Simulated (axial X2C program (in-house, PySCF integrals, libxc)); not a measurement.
**All-electron X2C curves of SnP**

Aim: find the lowest determinant of SnP, scan the bond at several levels and fit the constants, once spin-free and once with spin–orbit coupling.

Method: all-electron X2C, Sn dyall-cv3z, P dyall-v3z; program: an in-house X2C program for linear molecules on PySCF integrals.

All values are calculated.

## (1) Set-up

File task.json:

```json
{"zs": [50, 15], "q": 0, "bas": ["dyall-cv3z", "dyall-v3z"], "levels": ["PBE0", "HF", "BP86"], "cc": true, "r0": 2.32, "thr": -2.0, "nmax": 110, "npts": 10, "nst": 2, "ntry": 8}
```

Keys: zs atomic numbers; q charge; bas basis sets; levels methods (HF also brings MP2); cc coupled cluster on or off; r0 starting distance in Å; thr threshold in hartree for freezing inner shells (an s shell follows its p shell); nmax most natural virtual spinors; npts points asked for on the curve; nst determinants followed; ntry starts of the search.

Launch:

```sh
python so2c.py task.json out
```

Spin-free means the one-electron spin-free X2C Hamiltonian; two-component (2c) means X2C with spin–orbit coupling and atomic mean-field two-electron Coulomb and Gaunt terms. Basis: Sn dyall-cv3z contracted to [11s12p9d4f1g], P dyall-v3z contracted to [8s7p2d1f]; Gaussian nuclei, density fitting. Masses: Sn 119.902 u, P 30.974 u.

Notation: σ, π±, δ± give the projection m of an orbital's angular momentum (0, ±1, ±2), α and β its spin, Λ and M_S the sums; ω is the projection of a spinor's total angular momentum and Ω the sum. Logs are in hartree.

The results follow Hamiltonian by Hamiltonian and level by level.

## (2) Which state to follow

Determinants are compared with PBE0 at 2.320 Å.

Spin-free determinants:

```json
{"ΔE (eV)": "0.00", "state": "M_S = 1/2, Λ = 1", "open shells": "beyond closed shells: π+α, π+β, π-α"}
{"ΔE (eV)": "0.30", "state": "M_S = 1/2, Λ = 0", "open shells": "beyond closed shells: σα"}
{"ΔE (eV)": "1.67", "state": "M_S = 3/2, Λ = 1", "open shells": "beyond closed shells: 2 × π+α, π-α"}
{"ΔE (eV)": "2.07", "state": "M_S = 3/2, Λ = 0", "open shells": "beyond closed shells: σα, π+α, π+β, 2 × π-α"}
{"ΔE (eV)": "2.07", "state": "M_S = 3/2, Λ = 2", "open shells": "beyond closed shells: σα, 2 × π+α, π+β, π-α"}
{"ΔE (eV)": "2.48", "state": "M_S = 1/2, Λ = 0", "open shells": "beyond closed shells: σβ, π+α, π+β, 2 × π-α"}
```

Two-component determinants:

| ΔE (eV) | state | open shells |
| --- | --- | --- |
| 0.00 | Ω = 3/2 | excess of +ω over −ω: ω = 3/2 |
| 0.11 | Ω = 1/2 | excess of +ω over −ω: ω = 1/2 |
| 1.62 | Ω = 1/2 | excess of +ω over −ω: 2 × ω = -1/2, ω = 3/2 |
| 1.87 | Ω = 5/2 | excess of +ω over −ω: ω = -1/2, 2 × ω = 3/2 |
| 2.22 | Ω = 7/2 | excess of +ω over −ω: ω = 1/2, 2 × ω = 3/2 |
| 2.31 | Ω = 3/2 | excess of +ω over −ω: ω = 3/2 |
| 2.47 | Ω = 5/2 | excess of +ω over −ω: 2 × ω = 1/2, ω = 3/2 |

## (3) PBE0, spin-free

State followed: M_S = 1/2, Λ = 1 (beyond closed shells: π+α, π+β, π-α). The scan is laid around 2.354 Å, a first estimate of the minimum, and this SCF restarts from the orbitals of the search.

Output at 2.354 Å:

```text
spin-free X2C-1e  PBE0
basis functions 175  fitting functions 942  grid points 5079
iter        total energy     max residual
   1      -6517.727218433     2.67e+00
   2      -6518.284502594     7.90e-03
   3      -6518.281964958     1.02e-02
   4      -6518.285299612     4.45e-03
   5      -6518.285851477     7.99e-04
   6      -6518.285867997     2.01e-04
   7      -6518.285869326     6.28e-05
   8      -6518.285869887     6.24e-05
   9      -6518.285870705     2.62e-05
  10      -6518.285870856     6.89e-06
  11      -6518.285870859     2.60e-06
  12      -6518.285870859     5.09e-07
converged
one-electron -9301.36200620  Coulomb 2804.01669911  exact exchange -46.65365675  xc functional -142.88627328  nuclear repulsion 168.59936627
```

Along the bond, energies from the lowest point:

| R (Å) | E (eV) | μ (D) | HOMO (eV) | LUMO (eV) | iterations |
| --- | --- | --- | --- | --- | --- |
| 2.048 | 1.0125 | -1.31 | -6.35 | -4.83 | 12 |
| 2.142 | 0.4074 | -1.62 | -6.41 | -4.63 | 12 |
| 2.213 | 0.1526 | -1.85 | -6.33 | -4.49 | 12 |
| 2.283 | 0.0269 | -2.07 | -6.16 | -4.36 | 12 |
| 2.354 | 0.0000 | -2.28 | -6.01 | -4.25 | 12 |
| 2.436 | 0.0607 | -2.49 | -5.83 | -4.14 | 13 |
| 2.519 | 0.1885 | -2.62 | -5.68 | -4.04 | 13 |
| 2.625 | 0.4049 | -2.66 | -5.54 | -3.95 | 14 |
| 2.754 | 0.6955 | -2.66 | -5.44 | -3.87 | 13 |
| 2.942 | 1.1145 | -2.72 | -5.40 | -3.79 | 14 |

Dipoles are positive if P is the positive end.

Outer orbitals at the reference distance:

```json
{"symmetry": "δ+β", "occupied": "yes", "ε (eV)": "-28.88", "atomic character": "100% Sn d"}
{"symmetry": "δ+α", "occupied": "yes", "ε (eV)": "-28.88", "atomic character": "100% Sn d"}
{"symmetry": "δ-α", "occupied": "yes", "ε (eV)": "-28.88", "atomic character": "100% Sn d"}
{"symmetry": "δ-β", "occupied": "yes", "ε (eV)": "-28.86", "atomic character": "100% Sn d"}
{"symmetry": "σα", "occupied": "yes", "ε (eV)": "-28.70", "atomic character": "99% Sn d"}
{"symmetry": "σβ", "occupied": "yes", "ε (eV)": "-28.70", "atomic character": "99% Sn d"}
{"symmetry": "π-α", "occupied": "yes", "ε (eV)": "-28.67", "atomic character": "100% Sn d"}
{"symmetry": "π+α", "occupied": "yes", "ε (eV)": "-28.67", "atomic character": "100% Sn d"}
{"symmetry": "π+β", "occupied": "yes", "ε (eV)": "-28.67", "atomic character": "100% Sn d"}
{"symmetry": "π-β", "occupied": "yes", "ε (eV)": "-28.65", "atomic character": "100% Sn d"}
{"symmetry": "σα", "occupied": "yes", "ε (eV)": "-16.44", "atomic character": "63% P s, 19% Sn s, 10% Sn p"}
{"symmetry": "σβ", "occupied": "yes", "ε (eV)": "-15.50", "atomic character": "58% P s, 25% Sn s, 9% Sn p"}
{"symmetry": "σα", "occupied": "yes", "ε (eV)": "-11.42", "atomic character": "56% Sn s, 20% P p, 15% P s"}
{"symmetry": "σβ", "occupied": "yes", "ε (eV)": "-11.15", "atomic character": "52% Sn s, 19% P s, 18% P p"}
{"symmetry": "π-α", "occupied": "yes", "ε (eV)": "-6.85", "atomic character": "70% P p, 24% Sn p, 4% Sn d"}
{"symmetry": "π+α", "occupied": "yes", "ε (eV)": "-6.85", "atomic character": "70% P p, 24% Sn p, 4% Sn d"}
{"symmetry": "σα", "occupied": "yes", "ε (eV)": "-6.63", "atomic character": "48% P p, 37% Sn p, 11% Sn s"}
{"symmetry": "σβ", "occupied": "yes", "ε (eV)": "-6.44", "atomic character": "48% P p, 38% Sn p, 10% Sn s"}
{"symmetry": "π+β", "occupied": "yes", "ε (eV)": "-6.01", "atomic character": "55% P p, 41% Sn p, 3% Sn d"}
{"symmetry": "π-β", "occupied": "no", "ε (eV)": "-4.25", "atomic character": "48% Sn p, 48% P p"}
{"symmetry": "π+α", "occupied": "no", "ε (eV)": "-2.47", "atomic character": "71% Sn p, 21% P p, 4% Sn d"}
{"symmetry": "π-α", "occupied": "no", "ε (eV)": "-2.47", "atomic character": "71% Sn p, 21% P p, 4% Sn d"}
{"symmetry": "π+β", "occupied": "no", "ε (eV)": "-2.17", "atomic character": "54% Sn p, 35% P p, 6% Sn d"}
```

PBE0 fields in the half plane through the axis: z from -2.4 to 4.5 Å across, distance from the axis 0.15 to 2.25 Å upwards; Sn lies at z = 0 and P at z = 2.354 Å; the ELF is damped to zero where the density is low.

log10 density (e/bohr³). Ten even steps from ' ' (-4.17 ) to '@' (1.82 ):
```
      ........::::::::::::::::::::........      
  ......::::::::::::::::::::::::::::::::....    
  ....::::----------------------------::::....  
....::::------======--------======------::::....
..::::----============================----::::..
..::----====++++**++++======++++++++====----::..
::::----==++**######**++++++++++**++++====--::::
::::--====++**%%@@%%**++++++++##%%**++++==----::
```

ELF. Ten even steps from '0' (0.00 ) to '9' (0.94 ):
```
000112211111222221100000
002345432222334333321000
025777654333455556554210
258887643334567778876420
489987422224678889998741
689985234323688658999863
799973478732684020899974
899963648462680876399985
```

Re = 2.341 Å, ωe = 417 cm⁻¹, ωexe = 2.08 cm⁻¹, Be = 0.125 cm⁻¹, De = 2.77 eV, μ = -2.24 D.

## (4) HF, spin-free

The SCF at the reference distance of 2.354 Å:

```text
spin-free X2C-1e  HF
basis functions 175  fitting functions 942  grid points 5079
iter        total energy     max residual
   1      -6515.360567834     2.66e-01
   2      -6515.388064734     5.00e-03
   3      -6515.389691266     2.73e-03
   4      -6515.390443970     3.69e-03
   5      -6515.391081912     3.45e-03
   6      -6515.391851089     3.54e-03
   7      -6515.392415660     3.57e-03
   8      -6515.392719323     3.57e-03
   9      -6515.397392440     1.92e-03
  10      -6515.396774622     1.93e-03
  11      -6515.397678494     3.53e-04
  12      -6515.397624117     7.00e-04
  13      -6515.397673978     2.98e-04
  14      -6515.397688114     1.43e-04
  15      -6515.397691294     2.11e-05
  16      -6515.397691368     1.34e-05
  17      -6515.397691387     4.11e-06
  18      -6515.397691386     3.69e-06
  19      -6515.397691388     2.74e-07
  20      -6515.397691388     3.93e-08
converged
one-electron -9300.33482246  Coulomb 2803.09716209  exact exchange -186.75939728  xc functional 0.00000000  nuclear repulsion 168.59936627
```

No constants are quoted: the solution changes its character somewhere along the scan, so the fit is set aside.

## (5) BP86, spin-free

Output at 2.354 Å:

```text
spin-free X2C-1e  BP86
basis functions 175  fitting functions 942  grid points 5079
iter        total energy     max residual
   1      -6519.519020999     1.12e-01
   2      -6519.522678276     6.67e-03
   3      -6519.503352753     2.64e-02
   4      -6519.524011889     1.02e-03
   5      -6519.524041654     8.51e-04
   6      -6519.524061457     3.47e-04
   7      -6519.524064445     7.17e-05
   8      -6519.524064993     3.13e-05
   9      -6519.524065090     1.07e-05
  10      -6519.524065095     2.83e-06
  11      -6519.524065095     3.15e-07
converged
one-electron -9301.55484326  Coulomb 2804.19616650  exact exchange 0.00000000  xc functional -190.76475459  nuclear repulsion 168.59936627
```

Re = 2.374 Å, ωe = 391 cm⁻¹, ωexe = 1.16 cm⁻¹, Be = 0.1215 cm⁻¹, De = 3.15 eV, μ = -2.06 D.

## (6) MP2 and beyond, spin-free

Correlated methods: 19 electrons correlated (frozen shells, counted by type: Sn 4 s, 3 p, 1 d; P 2 s, 1 p), 229 virtual spinors in MP2, 110 natural virtuals in coupled cluster.

Output of the correlated part at 2.354 Å:

```text
correlated 19  virtual 229  natural virtual 110  E(MP2) -0.642793855  MP2 remainder -0.052451701
iter   CCSD correlation   residual
   1     -0.559963558   1.59e-01
   2     -0.576139222   7.53e-02
   3     -0.580085424   4.99e-02
   4     -0.582121861   3.40e-02
   5     -0.584163344   1.78e-02
   6     -0.584468349   6.51e-03
   7     -0.584552881   1.93e-03
   8     -0.584591166   9.58e-04
   9     -0.584562183   5.25e-04
  10     -0.584575617   2.67e-04
  11     -0.584570202   1.14e-04
  12     -0.584570869   4.64e-05
  13     -0.584570674   1.83e-05
  14     -0.584570420   8.22e-06
  15     -0.584570471   3.14e-06
  16     -0.584570495   1.10e-06
  17     -0.584570505   4.43e-07
(T) -0.021821035  T1 0.0724  D1 0.2512  max T2 0.112
```

T1 in the output is the amplitude norm over the root of the electron number; divide by √2 for the Lee–Taylor value.

MP2: No constants are quoted: the reference changes its character somewhere along the scan, so the fit is set aside.

CCSD: No constants are quoted: the reference changes its character somewhere along the scan, so the fit is set aside.

CCSD(T): No constants are quoted: the reference changes its character somewhere along the scan, so the fit is set aside.

## (7) A higher determinant, spin-free

State: M_S = 1/2, Λ = 0 (beyond closed shells: σα).

Output at the reference distance:

```text
spin-free X2C-1e  PBE0
basis functions 175  fitting functions 942  grid points 5079
iter        total energy     max residual
   1      -6517.722461780     2.62e+00
   2      -6518.271121812     8.13e-03
   3      -6518.261781943     1.81e-02
   4      -6518.270784418     7.72e-03
   5      -6518.272714395     5.52e-04
   6      -6518.272721831     1.89e-04
   7      -6518.272722296     1.72e-04
   8      -6518.272723229     4.15e-05
   9      -6518.272723849     4.58e-05
  10      -6518.272724798     3.30e-05
  11      -6518.272726253     2.37e-05
  12      -6518.272726552     4.98e-06
  13      -6518.272726555     1.32e-06
  14      -6518.272726555     3.27e-07
converged
one-electron -9300.63117584  Coulomb 2803.26504654  exact exchange -46.64146541  xc functional -142.86449812  nuclear repulsion 168.59936627
```

| R (Å) | E above the lowest PBE0 point (eV) |
| --- | --- |
| 2.048 | 0.664 |
| 2.142 | 0.327 |
| 2.213 | 0.241 |
| 2.283 | 0.261 |
| 2.354 | 0.358 |
| 2.436 | 0.536 |
| 2.519 | 0.747 |
| 2.625 | 1.027 |
| 2.754 | 1.352 |

Re = 2.233 Å, ωe = 462 cm⁻¹, Be = 0.1374 cm⁻¹, μ = -2.65 D. Te = 0.24 eV.

(Part 1 of 2 ends here.)
